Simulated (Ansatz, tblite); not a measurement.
# The cluster Zn6Se4Cl4: one state, many levels

How do method and basis change the picture of the cluster Zn6Se4Cl4 (singlet)?

Computed with Ansatz 0.2.0, Gaussian basis. Level: as each input shows.

Levels to be run: GFN1-xTB, GFN2-xTB, PBE-D4/def2-TZVP, r2SCAN-D4/def2-TZVP, r2SCANh-D4/def2-TZVP, BHLYP-D4/def2-TZVP, B97M-V/def2-TZVP, PBE-D4/def2-SVP, PBE0-D4/def2-SVP, MP2/def2-SVP, RPA/def2-SVP.

1 further run of the same task is left out (it didn't finish).

## 1. The geometry

The geometry is that of the singlet, from an earlier relaxation (PBE-D4/def2-SVP).

14 atoms, charge 0, spin multiplicity 1.

Bond lengths: Se1–Zn5 2.414 Å, Se1–Zn7 2.373 Å, Se1–Zn8 2.472 Å, Se2–Zn6 2.403 Å, Se2–Zn7 2.485 Å, Se2–Zn9 2.427 Å, Se3–Zn6 2.647 Å, Se3–Zn7 2.526 Å, Se3–Zn9 2.649 Å, Se3–Zn10 2.456 Å, Se4–Zn8 2.504 Å, Se4–Zn9 2.389 Å, Se4–Zn10 2.392 Å, Zn5–Cl11 2.146 Å, Zn5–Cl14 2.393 Å, Zn6–Cl12 2.127 Å, Zn8–Cl13 2.148 Å, Zn10–Cl14 2.272 Å. Angles: Zn5–Se1–Zn7 78.8°, Zn5–Se1–Zn8 104.0°, Zn7–Se1–Zn8 92.3°, Zn6–Se2–Zn7 76.9°, Zn6–Se2–Zn9 73.8°, Zn7–Se2–Zn9 65.8°, Zn6–Se3–Zn7 72.0°, Zn6–Se3–Zn9 66.4°, Zn6–Se3–Zn10 131.9°, Zn7–Se3–Zn9 62.0°, Zn7–Se3–Zn10 83.0°, Zn9–Se3–Zn10 65.7°, Zn8–Se4–Zn9 90.4°, Zn8–Se4–Zn10 77.9°, Zn9–Se4–Zn10 70.9°, Se1–Zn5–Cl11 128.4°, Se1–Zn5–Cl14 110.5°, Cl11–Zn5–Cl14 120.4° and more.

PBE0-D4/def2-TZVP was run before; its log isn't repeated, and its numbers join the tables.

## 2. GFN1-xTB

Tight binding, by tblite at 300 K electronic temperature and without a spin-polarisation term:

```python
tblite.interface.Calculator('GFN1-xTB', numbers, positions, charge=0, uhf=0).singlepoint()
```

Energy -970.3425 eV, HOMO -10.91 eV, LUMO -7.69 eV; 0.037 s.

## 3. GFN2-xTB

Tight binding, by tblite at 300 K electronic temperature and without a spin-polarisation term:

```python
tblite.interface.Calculator('GFN2-xTB', numbers, positions, charge=0, uhf=0).singlepoint()
```

Energy -944.0279 eV, HOMO -12.02 eV, LUMO -9.59 eV; 0.054 s.

## 4. PBE-D4/def2-TZVP

start.molden holds the orbitals of an earlier run on this state, given as this run's starting guess.

in.yaml

```yaml
crystal:
  periodic: [false, false, false]
  atoms:
    - {symbol: Se, position_ang: [-1.055012, 1.714211, -1.521884]}
    - {symbol: Se, position_ang: [1.816269, -1.491304, -2.113266]}
    - {symbol: Se, position_ang: [-0.386017, -1.704032, 0.962734]}
    - {symbol: Se, position_ang: [2.279038, 1.353267, 1.372180]}
    - {symbol: Zn, position_ang: [-2.518294, 0.928137, 0.229238]}
    - {symbol: Zn, position_ang: [0.930848, -3.249918, -0.735645]}
    - {symbol: Zn, position_ang: [-0.313276, -0.526354, -1.271088]}
    - {symbol: Zn, position_ang: [0.906333, 2.603373, -0.308430]}
    - {symbol: Zn, position_ang: [1.925856, -0.681176, 0.171422]}
    - {symbol: Zn, position_ang: [0.072806, 0.548396, 1.827065]}
    - {symbol: Cl, position_ang: [-4.088158, -0.529700, 0.101174]}
    - {symbol: Cl, position_ang: [0.725781, -5.336807, -0.381511]}
    - {symbol: Cl, position_ang: [1.492230, 4.634307, -0.691085]}
    - {symbol: Cl, position_ang: [-1.788414, 1.737611, 2.359095]}
basis:
  gaussian: {orbitals: def2-TZVP, fitting: {mean_field: def2-universal-jkfit}, initial_orbitals: start.molden}
hamiltonian: {xc: pbe, dispersion: d4}
scf: {omitted_lower_state_checks: [starts]}
output: {orbitals: {seedname: orbitals}}
```

The run is started by

```sh
> ansatz run in.yaml --threads 2 --pin off --events-out ev --progress --plain --max-ram 22528MiB --backend cuda --devices 0, --max-vram 18GiB
```

The runs that follow: r2SCAN-D4/def2-TZVP; r2SCANh-D4/def2-TZVP; BHLYP-D4/def2-TZVP; B97M-V/def2-TZVP; PBE-D4/def2-SVP; PBE0-D4/def2-SVP; MP2/def2-SVP; RPA/def2-SVP.

Before running them: what should the planned runs give, taken together? Wanted: gap in def2-TZVP, named functionals, smallest and largest; correlation energy, MP2/def2-SVP; binding an atom, functionals in def2-TZVP; PBE0 total energy, smallest basis above largest.

**Answer**, as computed:

| quantity | value |
| --- | --- |
| gap in def2-TZVP, named functionals, smallest and largest | 3.05 eV (PBE-D4), 6.57 eV (BHLYP-D4) |
| correlation energy, MP2/def2-SVP | -88.95 eV |
| binding an atom, functionals in def2-TZVP | 2.25 (BHLYP-D4) to 2.50 eV (r2SCAN-D4) |
| PBE0 total energy, smallest basis above largest | 90.52 eV (def2-SVP, def2-TZVP) |

Orbital gaps of the named functionals in def2-TZVP span 3.05 eV (PBE-D4) to 6.57 eV (BHLYP-D4); exact exchange widens it.
